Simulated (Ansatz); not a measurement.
Li3Ca and its elements: a formation energy from the elements, run with the Python package of Ansatz (0.2.0).

Contents of `li3ca_li3ca.xyz`:
```text
4
Lattice="-2.33244342 2.33244342 4.89049555 2.33244342 -2.33244342 4.89049555 2.33244342 2.33244342 -4.89049555" Properties=species:S:1:pos:R:3 pbc="T T T"
Li    0.00000000    2.33244342    2.44524777
Li    2.33244342    0.00000000    2.44524777
Li    0.00000000    0.00000000    4.89049555
Ca    0.00000000    0.00000000    0.00000000
```

`li3ca_li.cif`
```cif
data_Li
_cell_length_a 3.039143
_cell_length_b 3.039143
_cell_length_c 3.039143
_cell_angle_alpha 109.47122
_cell_angle_beta 109.47122
_cell_angle_gamma 109.47122
_symmetry_space_group_name_H-M 'P 1'
_symmetry_Int_Tables_number 1
loop_
_symmetry_equiv_pos_as_xyz
'x, y, z'
loop_
_atom_site_label
_atom_site_type_symbol
_atom_site_fract_x
_atom_site_fract_y
_atom_site_fract_z
Li1 Li    0.000000    0.000000    0.000000
```

`li3ca_ca.extxyz`
```text
1
Lattice="0.0 2.7942 2.7942 2.7942 0.0 2.7942 2.7942 2.7942 0.0" Properties=species:S:1:pos:R:3 pbc="T T T"
Ca    0.00000000    0.00000000    0.00000000
```

`li3ca.py`:
```python
'''Heat of formation of Li3Ca at zero temperature, after relaxing cells and atoms.'''

from collections import Counter
import warnings

import ansatz as az
from ase.io import read
import numpy as np

FUNCTIONAL = 'r2SCAN'
KSPACING = 0.16
OCCUPATIONS = 'fermi_dirac'
SIGMA = 0.1


def solve(name, crystal):
    calc = (
        crystal.calculation()
        .functional(FUNCTIONAL)
        .basis(19 * az.Ha)
        .kpoints(spacing=KSPACING)
        .occupations(OCCUPATIONS, width=SIGMA)
        .stress()
    )
    calc = calc.relax(force_tolerance=0.01, cell=True)
    return calc.run()


def counts(outcome):
    return Counter(site.symbol for site in outcome.lattice.sites)

def formation_energy(outcome, mu):
    n = counts(outcome)
    return (outcome.report['energy_sigma0_ev'] - sum(k * mu[element] for element, k in n.items())) / sum(n.values())


def volume_per_atom(outcome):
    return abs(np.linalg.det(outcome.lattice.cell_ang)) / len(outcome.lattice.sites)

warnings.simplefilter('ignore', az.DeckWarning)

phases = {}
li3ca = az.Crystal.from_extxyz('li3ca_li3ca.xyz')
phases['Li3Ca'] = li3ca
atoms = read('li3ca_li.cif')
li = az.Crystal.from_ase(atoms)
phases['Li'] = li
ca = az.Crystal.from_extxyz('li3ca_ca.extxyz')
phases['Ca'] = ca

done = {}
for name, crystal in phases.items():
    done[name] = solve(name, crystal)
    print(f'{name}: {done[name].report["energy_sigma0_ev"]:.4f} eV, {len(done[name].lattice.sites)} atoms')

# chemical potentials of the elements at zero temperature
references = {'Li': 'Li', 'Ca': 'Ca'}
mu = {element: done[name].report['energy_sigma0_ev'] / len(done[name].lattice.sites) for element, name in references.items()}

target = done['Li3Ca']
heat = formation_energy(target, mu)
for element, value in mu.items():
    print(f'mu({element}) = {value:.4f} eV from {references[element]}, {volume_per_atom(done[references[element]]):.2f} A^3/atom')
print(f'formation energy of Li3Ca: {heat:.4f} eV/atom = {96.4853 * heat:.1f} kJ/mol of atoms')
```

Is Li3Ca bound against its elements at this level, and by how much?

The formation energy is +0.043 eV an atom (+4.2 kJ per mole of atoms), so Li3Ca lies above the reference phases, by an amount within the functional's error.

What the script printed:

```console
$ python li3ca.py
Li3Ca: -2436.9043 eV, 4 atoms
Li: -205.1343 eV, 1 atoms
Ca: -1821.6751 eV, 1 atoms
mu(Li) = -205.1343 eV from Li, 21.02 A^3/atom
mu(Ca) = -1821.6751 eV from Ca, 43.15 A^3/atom
formation energy of Li3Ca: 0.0434 eV/atom = 4.2 kJ/mol of atoms
```

Reading the output:
- Absolute energies stand on the zero of these potentials, so only differences at equal settings mean something.
- These metals are very soft, so angles and axial ratios aren't settled by this mesh and stress tolerance.
- The cells come from databases of deposited and of computed structures, and not all need be stable phases.
- The compound is the structure given, not necessarily its lowest; energies are at zero temperature, with no correction for gases. A semilocal functional's error on such energies is often 0.05 to 0.1 eV an atom, and 0.1 to 0.3 eV against gases such as O2 or F2.
- Timing: 3.2 min on 1 thread of Arm Neoverse V1, on a shared host, peak memory 1.1 GiB.
